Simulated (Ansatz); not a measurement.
# Cl₂GeH₄NSi radical: one species, many methods

One table from this session's results is given with a row withheld; the runs are named, their logs left out.

Computed with Ansatz 0.2.0, Gaussian basis. Level: functionals in def2-TZVPP, the program's frozen cores in correlated methods.

Plan: PBE-D4, r2SCAN-D4, PBE0-D4, B3LYP-D4, ωB97X-V, ωB97M-V, B2PLYP; CCSD(T)/def2-TZVPP; MP2/def2-QZVPP; extrapolation to the limit.

## The relaxed structure

All runs share one geometry, relaxed beforehand with PBE0-D4 in a triple-zeta def2 set.

9 atoms, charge 0, spin multiplicity 2.

Atoms are counted from 1 here; the program's logs count them from 0.

Bond lengths: Cl1–Si2 2.064 Å, Si2–N3 1.716 Å, Si2–H6 1.495 Å, N3–Ge4 1.829 Å, N3–H7 1.011 Å, Ge4–Cl5 2.156 Å, Ge4–H8 1.531 Å, Ge4–H9 1.527 Å. Angles: Cl1–Si2–N3 108.5°, Cl1–Si2–H6 109.1°, N3–Si2–H6 108.4°, Si2–N3–Ge4 129.0°, Si2–N3–H7 116.1°, Ge4–N3–H7 114.8°, N3–Ge4–Cl5 109.5°, N3–Ge4–H8 108.7°, N3–Ge4–H9 109.3°, Cl5–Ge4–H8 106.3°, Cl5–Ge4–H9 107.5°, H8–Ge4–H9 115.4°.

The first run:

Input file in.yaml:

```yaml
crystal:
  periodic: [false, false, false]
  atoms:
    - {symbol: Cl, position_ang: [-2.582237, 0.508727, 0.244442]}
    - {symbol: Si, position_ang: [-1.338091, -1.040127, 0.803483]}
    - {symbol: N, position_ang: [0.273603, -0.619998, 0.388397]}
    - {symbol: Ge, position_ang: [0.872363, 0.439501, -0.977092]}
    - {symbol: Cl, position_ang: [1.074146, 2.469314, -0.278187]}
    - {symbol: H, position_ang: [-1.413649, -1.218467, 2.285765]}
    - {symbol: H, position_ang: [0.995089, -0.958974, 1.010157]}
    - {symbol: H, position_ang: [2.277728, -0.020802, -1.374227]}
    - {symbol: H, position_ang: [-0.158942, 0.440827, -2.102728]}
basis:
  gaussian: {orbitals: def2-TZVPP}
magnetization: {spin_polarized: true, initial_magnetization: 1}
hamiltonian: {xc: pbe, dispersion: d4}
output: {forces: true, orbitals: {seedname: orbitals}}
```

Command:

```console
> ansatz run in.yaml --threads 2 --pin off --events-out ev --progress --plain --max-ram 22528MiB --backend cpu
```

Among the steps run: PBE-D4 (GGA); r2SCAN-D4 (meta-GGA); PBE0-D4 (hybrid); B3LYP-D4 (hybrid); ωB97X-V (range-separated); ωB97M-V (range-separated); B2PLYP (double hybrid); CCSD(T) in def2-TZVPP; MP2 in def2-QZVPP.

One of the session's tables, all rows but one given; the rest of the session is left out.

It belongs to the step «Atomisation energies». 

```
            method  atomisation energy (kcal/mol)
            PBE-D4                          646.4
         r2SCAN-D4                          643.4
           PBE0-D4                          637.3
          B3LYP-D4                          635.5
           ωB97X-V                          646.0
           ωB97M-V                          639.6
            B2PLYP                          627.4
     HF/def2-TZVPP                              ?
    MP2/def2-TZVPP                          631.8
   CCSD/def2-TZVPP                          608.6
CCSD(T)/def2-TZVPP                          620.2
           MP2/CBS                          652.1
       CCSD(T)/CBS                          640.5
```

Estimate the missing values for HF/def2-TZVPP.

As computed: atomisation energy (kcal/mol): 450.6. In the column «atomisation energy (kcal/mol)» it is the lowest.
